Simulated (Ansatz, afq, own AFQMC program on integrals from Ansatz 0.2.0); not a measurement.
# GeO− (quartet): quantum Monte Carlo beside coupled cluster, aug-cc-pVTZ, part 2 of 2

Ansatz 0.2.0, Gaussian basis, and an in-house AFQMC program (afq) on its integrals; all values are calculated; aug-cc-pVTZ, frozen cores.

## (12) CCSD(T) on UHF

Input file in.yaml:

```yaml
crystal:
  periodic: [false, false, false]
  atoms:
    - {symbol: Ge, position_ang: [0.000000, 0.000000, 0.000000]}
    - {symbol: O, position_ang: [0.000000, 0.000000, 1.850446]}
basis:
  gaussian: {orbitals: aug-cc-pVTZ}
total_charge: -1
magnetization: {spin_polarized: true, initial_magnetization: 3}
correlation: {method: ccsd_t, electrons: outside_noble_gas, hamiltonian_folder: ham}
```

On the command line:

```console
> ansatz run in.yaml --threads 1 --pin off --events-out ev --progress --plain --max-ram 24576MiB --backend cuda --devices 0, --max-vram 18GiB
```

What it wrote, cut to the lines that bear on the results:

```text
Functional definition: HF
  name "HF"
  cite "Fock, Z. Phys. 61, 126 (1930) doi:10.1007/BF01340294"
  parent pbe
[...]
662 factors; integrals over basis functions are off by at most 1.0e-3 eV
[...]
mean field -58511.38142766 eV, -2150.2536070275 hartree, gradient 1.9e-6 eV, S^2 3.795013; 22 other end points of the search recorded, 0 dependent functions left out
determinant -58511.38142766 eV, -2150.2536070275 hartree, with singles and doubles -58519.41589564 eV, -2150.5488682799 hartree
determinant -58510.48129142 eV, -2150.2205276311 hartree, with singles and doubles -58519.07108080 eV, -2150.5361965683 hartree
determinant -58509.79283194 eV, -2150.1952272118 hartree, with singles and doubles -58517.71751827 eV, -2150.4864540628 hartree
determinant -58509.52920677 eV, -2150.1855391653 hartree, with singles and doubles -58517.46169894 eV, -2150.4770528760 hartree
[...]
determinant -58508.83685935 eV, -2150.1600958672 hartree, with singles and doubles -58516.77811950 eV, -2150.4519317949 hartree
determinant -58508.25046867 eV, -2150.1385464070 hartree, with singles and doubles -58516.74850729 eV, -2150.4508435663 hartree
determinant -58511.38142766 eV, -2150.2536070275 hartree, with singles and doubles -58519.37006213 eV, -2150.5471839296 hartree
determinant -58510.48129142 eV, -2150.2205276311 hartree, with singles and doubles -58519.04183418 eV, -2150.5351217750 hartree
15 core orbitals not correlated: weight in the atoms' cores, before any rotation towards them, 0.989 or more for the frozen orbitals, at most 0.010 for the correlated occupied ones
reference -58511.38142766 eV, -2150.2536070275 hartree; 7, 4 occupied and 83, 86 virtual orbitals, 662 factors
second order -7.36205272 eV of doubles, -0.00000000 eV of singles
cycle   1  -7.98863573 eV  change   -1.3e-6 eV  update   3.6e-6
perturbative correction -0.31829453 eV, -0.0116971081 hartree
Total energy: -58519.68835791 eV, -2150.5588810838 hartree
```

It took 11 s on 1 × NVIDIA H100 80GB HBM3 with 1 thread of AMD EPYC 7R13 (Zen 3), shared host; peak host memory 1.8 GiB.

From the report: ⟨S²⟩ of the determinant 3.795 (pure quartet: 3.75); correlation -8.3069 eV; T1 0.021; largest double amplitude 0.03.

This run also writes the integrals to the folder ham.

## (13) CCSD(T) on UHF

Input file in.yaml:

```yaml
crystal:
  periodic: [false, false, false]
  atoms:
    - {symbol: Ge, position_ang: [0.000000, 0.000000, 0.000000]}
    - {symbol: O, position_ang: [0.000000, 0.000000, 1.850446]}
basis:
  gaussian: {orbitals: "def2-TZVPPD.json"}
total_charge: -1
magnetization: {spin_polarized: true, initial_magnetization: 3}
correlation: {method: ccsd_t, electrons: outside_noble_gas}
```

The command is unchanged.

What it wrote, cut to the lines that bear on the results:

```text
Functional definition: HF
  name "HF"
  cite "Fock, Z. Phys. 61, 126 (1930) doi:10.1007/BF01340294"
  parent pbe
[...]
591 factors; integrals over basis functions are off by at most 1.2e-3 eV
[...]
mean field -58510.22802997 eV, -2150.2112204445 hartree, gradient 2.6e-6 eV, S^2 3.796713; 23 other end points of the search recorded, 0 dependent functions left out
determinant -58510.22802997 eV, -2150.2112204445 hartree, with singles and doubles -58518.06456361 eV, -2150.4992077437 hartree
determinant -58509.35400388 eV, -2150.1791005780 hartree, with singles and doubles -58517.76224644 eV, -2150.4880977926 hartree
determinant -58507.82098505 eV, -2150.1227631751 hartree, with singles and doubles -58515.82120915 eV, -2150.4167659881 hartree
determinant -58507.80275845 eV, -2150.1220933600 hartree, with singles and doubles -58515.79051554 eV, -2150.4156380189 hartree
[...]
determinant -58507.50426767 eV, -2150.1111240260 hartree, with singles and doubles -58515.60163112 eV, -2150.4086966442 hartree
determinant -58507.01158065 eV, -2150.0930181120 hartree, with singles and doubles -58515.42493930 eV, -2150.4022033398 hartree
determinant -58510.22802997 eV, -2150.2112204445 hartree, with singles and doubles -58518.04012895 eV, -2150.4983097868 hartree
determinant -58509.35400388 eV, -2150.1791005780 hartree, with singles and doubles -58517.74823406 eV, -2150.4875828472 hartree
15 core orbitals not correlated: weight in the atoms' cores, before any rotation towards them, 0.989 or more for the frozen orbitals, at most 0.011 for the correlated occupied ones
reference -58510.22802997 eV, -2150.2112204445 hartree; 7, 4 occupied and 72, 75 virtual orbitals, 591 factors
second order -7.15993979 eV of doubles, -0.00000000 eV of singles
cycle   1  -7.81209872 eV  change    2.7e-7 eV  update   2.5e-6
perturbative correction -0.28913087 eV, -0.0106253637 hartree
Total energy: -58518.32925956 eV, -2150.5089351408 hartree
```

It took 17 s on 1 × NVIDIA H100 80GB HBM3 with 1 thread of AMD EPYC 7R13 (Zen 3), shared host; peak host memory 1.8 GiB.

From the report: ⟨S²⟩ of the determinant 3.797 (pure quartet: 3.75); correlation -8.1012 eV; T1 0.020; largest double amplitude 0.03.

## (14) CCSD(T) on UHF

Changes to in.yaml since step 13:

```diff
@@ -6,3 +6,3 @@
 basis:
-  gaussian: {orbitals: "def2-TZVPPD.json"}
+  gaussian: {orbitals: "def2-QZVPPD.json"}
 total_charge: -1
```

Same command.

What it wrote, cut to the lines that bear on the results:

```text
Functional definition: HF
  name "HF"
  cite "Fock, Z. Phys. 61, 126 (1930) doi:10.1007/BF01340294"
  parent pbe
[...]
1045 factors; integrals over basis functions are off by at most 8.4e-4 eV
[...]
mean field -58511.54262648 eV, -2150.2595309752 hartree, gradient 3.0e-6 eV, S^2 3.796385; 18 other end points of the search recorded, 0 dependent functions left out
determinant -58511.54262648 eV, -2150.2595309752 hartree, with singles and doubles -58519.98460337 eV, -2150.5697679037 hartree
determinant -58510.64983818 eV, -2150.2267216104 hartree, with singles and doubles -58519.65530162 eV, -2150.5576662873 hartree
determinant -58509.62005130 eV, -2150.1888776405 hartree, with singles and doubles -58518.03861270 eV, -2150.4982540656 hartree
determinant -58509.37079656 eV, -2150.1797176977 hartree, with singles and doubles -58517.78407284 eV, -2150.4888998980 hartree
[...]
determinant -58508.55165912 eV, -2150.1496149520 hartree, with singles and doubles -58517.41119300 eV, -2150.4751968168 hartree
determinant -58508.28416458 eV, -2150.1397847088 hartree, with singles and doubles -58517.38869294 eV, -2150.4743699547 hartree
determinant -58511.54262648 eV, -2150.2595309752 hartree, with singles and doubles -58519.87365948 eV, -2150.5656907907 hartree
determinant -58510.64983818 eV, -2150.2267216104 hartree, with singles and doubles -58519.55439827 eV, -2150.5539581578 hartree
15 core orbitals not correlated: weight in the atoms' cores, before any rotation towards them, 0.989 or more for the frozen orbitals, at most 0.011 for the correlated occupied ones
reference -58511.54262648 eV, -2150.2595309752 hartree; 7, 4 occupied and 139, 142 virtual orbitals, 1045 factors
second order -7.76773915 eV of doubles, -0.00000000 eV of singles
cycle   1  -8.33103305 eV  change   -5.5e-8 eV  update   2.7e-6
perturbative correction -0.33231207 eV, -0.0122122433 hartree
Total energy: -58520.20597160 eV, -2150.5779030360 hartree
```

Wall time 30 s (1 × NVIDIA H100 80GB HBM3 with 1 thread of AMD EPYC 7R13 (Zen 3), shared host); peak host memory 1.8 GiB.

From the report: ⟨S²⟩ of the determinant 3.796 (pure quartet: 3.75); correlation -8.6633 eV; T1 0.020; largest double amplitude 0.03.

## (15) Phaseless AFQMC, CISD trial on UHF

It reads the integrals that the CCSD(T) run on this determinant wrote.

On the command line:

```console
> afq ham --method phaseless --trial cisd --walkers 600 --populations 10 --least-time 60 --time-step 0.005 --steps-per-block 50 --equilibration-blocks 28 --max-blocks 4000 --target-error 0.0002 --factor-cut 1e-05 --start spin_pure --seed 840 --release-times 0.24,0.51,0.99,1.62,2.4 --release-step 0.03 --release-every 3 --taylor-order 6
```

What it wrote:

```text
orbitals 90  electrons 7 4  factors 614 of 662
reference energy -2150.25360703 Eh
CCSD correlation -0.29357704 Eh in 14 cycles, weight of the determinant in the CISD state 0.8828
energy of the start -2150.544852 Eh
 block  time / (1/Eh)  mean weight  energy / Eh
     1     0.250  0.9998  -2150.545222
     2     0.500  0.9990  -2150.549585
     3     0.750  1.0008  -2150.552850
     4     1.000  0.9986  -2150.554992
     5     1.250  0.9997  -2150.557039
     6     1.500  1.0006  -2150.557753
     7     1.750  0.9988  -2150.560125
     8     2.000  0.9994  -2150.560704
     9     2.250  0.9994  -2150.558499
    10     2.500  1.0004  -2150.558231
    13     3.250  0.9991  -2150.559235
    17     4.250  1.0011  -2150.561504
    21     5.250  1.0009  -2150.559092
    25     6.250  0.9993  -2150.560525
    29     7.250  1.0002  -2150.558760
    33     8.250  1.0005  -2150.559697
    37     9.250  0.9997  -2150.556965
    41    10.250  0.9991  -2150.555957
    45    11.250  0.9995  -2150.559270
    49    12.250  1.0009  -2150.558845
    53    13.250  0.9982  -2150.563430
    57    14.250  0.9994  -2150.559382
    61    15.250  0.9995  -2150.560552
    65    16.250  1.0008  -2150.560730
    69    17.250  0.9980  -2150.559008
    73    18.250  1.0001  -2150.558385
    77    19.250  1.0007  -2150.559522
    81    20.250  1.0002  -2150.559793
    85    21.250  1.0000  -2150.561912
    89    22.250  1.0011  -2150.556654
    93    23.250  0.9997  -2150.558686
    97    24.250  1.0000  -2150.561277
   101    25.250  0.9985  -2150.557766
   105    26.250  0.9989  -2150.564561
   109    27.250  0.9998  -2150.557781
   113    28.250  0.9995  -2150.557572
   117    29.250  0.9997  -2150.556150
   121    30.250  1.0005  -2150.558637
   125    31.250  1.0000  -2150.558834
   129    32.250  1.0013  -2150.559484
   133    33.250  0.9998  -2150.562214
   137    34.250  1.0001  -2150.557466
   141    35.250  0.9993  -2150.560790
   145    36.250  0.9986  -2150.559648
   149    37.250  0.9993  -2150.558943
   153    38.250  1.0008  -2150.558642
   157    39.250  1.0001  -2150.557692
   161    40.250  0.9987  -2150.557992
   165    41.250  0.9998  -2150.559995
   169    42.250  1.0010  -2150.557687
   173    43.250  1.0004  -2150.559913
   177    44.250  1.0001  -2150.558566
error from the spread of 10 populations
released: time / (1/Eh)  energy / Eh  error  mean overlap
  0.24  -2150.559714  0.000178  0.9946
  0.51  -2150.559991  0.000181  0.9877
  0.99  -2150.559930  0.000224  0.9930
  1.62  -2150.560135  0.000274  0.9862
  2.40  -2150.560165  0.000282  0.9857
energy -2150.559247 +/- 0.000149 Eh
```

Run time: 74 s. Hardware: 1 × NVIDIA H100 80GB HBM3 with 2 threads of AMD EPYC 7R13 (Zen 3), shared host; peak host memory 1.8 GiB.

Energy -58519.6983 ± 0.0041 eV. Caveats: constraint bias not in the error.

## (16) Phaseless AFQMC, single-determinant trial on UHF

It reads the integrals that the CCSD(T) run on this determinant wrote.

On the command line:

```console
> afq ham --method phaseless --trial hf --walkers 600 --populations 10 --least-time 40 --time-step 0.005 --steps-per-block 20 --equilibration-blocks 112 --max-blocks 4000 --target-error 0.001 --factor-cut 1e-05 --start spin_pure --seed 8884 --taylor-order 6
```

What it wrote:

```text
orbitals 90  electrons 7 4  factors 614 of 662
reference energy -2150.25360703 Eh
CCSD correlation -0.29357704 Eh in 14 cycles, weight of the determinant in the CISD state 0.8828
energy of the start -2150.254470 Eh
 block  time / (1/Eh)  mean weight  energy / Eh
     1     0.100  1.0023  -2150.355418
     2     0.200  1.0012  -2150.407736
     3     0.300  1.0011  -2150.437976
     4     0.400  1.0011  -2150.476842
     5     0.500  1.0004  -2150.488080
     6     0.600  1.0010  -2150.501785
     7     0.700  1.0006  -2150.509550
     8     0.800  1.0012  -2150.520395
     9     0.900  1.0007  -2150.516443
    10     1.000  1.0014  -2150.517667
    15     1.500  1.0007  -2150.532763
    29     2.900  0.9995  -2150.561392
    43     4.300  1.0012  -2150.555196
    57     5.700  1.0014  -2150.572149
    71     7.100  0.9992  -2150.557698
    85     8.500  0.9995  -2150.549011
    99     9.900  1.0006  -2150.561190
   113    11.300  1.0006  -2150.563066
   127    12.700  0.9995  -2150.542401
   141    14.100  0.9987  -2150.559990
   155    15.500  1.0001  -2150.558580
   169    16.900  0.9975  -2150.561432
   183    18.300  1.0008  -2150.560779
   197    19.700  1.0003  -2150.536046
   211    21.100  1.0000  -2150.549676
   225    22.500  1.0005  -2150.559062
   239    23.900  0.9995  -2150.558596
   253    25.300  1.0002  -2150.564267
   267    26.700  1.0001  -2150.549799
   281    28.100  0.9995  -2150.562301
   295    29.500  1.0001  -2150.570639
   309    30.900  1.0004  -2150.542901
   323    32.300  1.0010  -2150.567950
   337    33.700  0.9994  -2150.561151
   351    35.100  0.9960  -2150.567217
   365    36.500  1.0010  -2150.557065
   379    37.900  1.0015  -2150.575821
   393    39.300  1.0009  -2150.537416
   407    40.700  1.0008  -2150.547838
   421    42.100  0.9994  -2150.553863
   435    43.500  0.9996  -2150.559906
   449    44.900  1.0014  -2150.578806
   463    46.300  1.0000  -2150.550109
   477    47.700  0.9999  -2150.549670
   491    49.100  0.9977  -2150.553475
   505    50.500  1.0005  -2150.565890
   519    51.900  1.0018  -2150.553446
   533    53.300  0.9994  -2150.549247
   547    54.700  1.0001  -2150.569786
   561    56.100  1.0012  -2150.565937
error from the spread of 10 populations
energy -2150.557428 +/- 0.000984 Eh
```

Run time: 44 s. Hardware: 1 × NVIDIA H100 80GB HBM3 with 2 threads of AMD EPYC 7R13 (Zen 3), shared host; peak host memory 1.8 GiB.

Energy -58519.6488 ± 0.0268 eV. Caveats: constraint bias not in the error.

## (17) Free-projection AFQMC, CISD trial on UHF

It reads the integrals that the CCSD(T) run on this determinant wrote.

On the command line:

```console
> afq ham --method free --trial cisd --walkers 600 --time-step 0.03 --max-blocks 4000 --target-error 0.0004 --factor-cut 1e-05 --seed 4391 --times 0,0.21,0.42,0.81,1.2,1.8,2.4,3 --taylor-order 8
```

What it wrote:

```text
orbitals 90  electrons 7 4  factors 614 of 662
reference energy -2150.25360703 Eh
CCSD correlation -0.29357704 Eh in 14 cycles, weight of the determinant in the CISD state 0.8828
repeat  energy at the last time / Eh  error
    10  -2150.561042  0.000730
    20  -2150.560514  0.000457
    30  -2150.560689  0.000408
    40  -2150.560471  0.000372
time / (1/Eh)  energy / Eh  error  mean overlap
  0.00  -2150.547337  0.000109  1.1329
  0.21  -2150.554376  0.000130  1.1313
  0.42  -2150.556493  0.000146  1.1351
  0.81  -2150.558427  0.000168  1.1339
  1.20  -2150.558937  0.000181  1.1360
  1.80  -2150.559887  0.000291  1.1494
  2.40  -2150.560141  0.000307  1.1394
  3.00  -2150.560448  0.000363  1.1415
energy -2150.560448 +/- 0.000363 Eh
```

It took 33 s on 1 × NVIDIA H100 80GB HBM3 with 2 threads of AMD EPYC 7R13 (Zen 3), shared host; peak host memory 1.8 GiB.

Energy -58519.7310 ± 0.0099 eV. Caveats: remainder of the start not in the error.

## (18) AFQMC on the ladder

On the ROHF determinant, counted from CCSD(T) (a yardstick, not exact):

```csv
level,energy (eV),from CCSD(T) (meV),statistical error (meV),time
HF,-58511.1067,+8576.9,,
MP2,-58518.7894,+894.2,,
CCSD,-58519.3574,+326.3,,
CCSD(T),-58519.6836,0.0,,
"Phaseless AFQMC, CISD trial, step 0.005, 600 walkers",-58519.6885,-4.9,5.3,93 s
"Phaseless AFQMC, single-determinant trial, step 0.005, 600 walkers",-58519.5888,+94.8,26.4,54 s
"Free-projection AFQMC, CISD trial, step 0.03, 600 walkers",-58519.7286,-45.0,10.5,33 s
```

On the UHF determinant, counted from CCSD(T) (a yardstick, not exact):

```csv
level,energy (eV),from CCSD(T) (meV),statistical error (meV),time
HF,-58511.3814,+8306.9,,
MP2,-58518.7435,+944.9,,
CCSD,-58519.3701,+318.3,,
CCSD(T),-58519.6884,0.0,,
"Phaseless AFQMC, CISD trial, step 0.005, 600 walkers",-58519.6983,-9.9,4.1,74 s
"Phaseless AFQMC, single-determinant trial, step 0.005, 600 walkers",-58519.6488,+39.5,26.8,44 s
"Free-projection AFQMC, CISD trial, step 0.03, 600 walkers",-58519.7310,-42.6,9.9,33 s
```

The functionals' totals stand on their own zeros and serve differences with other points: PBE -58554.066 eV; r2SCAN -58563.539 eV; PBE0 -58555.429 eV; B3LYP -58566.039 eV; wB97M-V -58561.029 eV; B2PLYP -58552.243 eV.

## (19) Summary of results

What follows sums up all 2 parts.

```
                                                      quantity             value
              Phaseless AFQMC, CISD trial on ROHF from CCSD(T)    -4.9 ± 5.3 meV
Phaseless AFQMC, single-determinant trial on ROHF from CCSD(T)  +94.8 ± 26.4 meV
        Free-projection AFQMC, CISD trial on ROHF from CCSD(T)  -45.0 ± 10.5 meV
               Phaseless AFQMC, CISD trial on UHF from CCSD(T)    -9.9 ± 4.1 meV
 Phaseless AFQMC, single-determinant trial on UHF from CCSD(T)  +39.5 ± 26.8 meV
         Free-projection AFQMC, CISD trial on UHF from CCSD(T)   -42.6 ± 9.9 meV
```

What this shows: On ROHF the phaseless walk with the CISD trial lies -4.9 meV from CCSD(T), within three error bars. A single-determinant trial moves the result by +99.7 meV. Free projection has no constraint; at the last time it gives -45.0 ± 10.5 meV. On UHF the phaseless walk with the CISD trial lies -9.9 meV from CCSD(T), within three error bars. Free projection has no constraint; at the last time it gives -42.6 ± 9.9 meV, and from a start that isn't spin pure other spins can mix in. Error bars are statistical and leave out the constraint, the time step and what remains of the start.
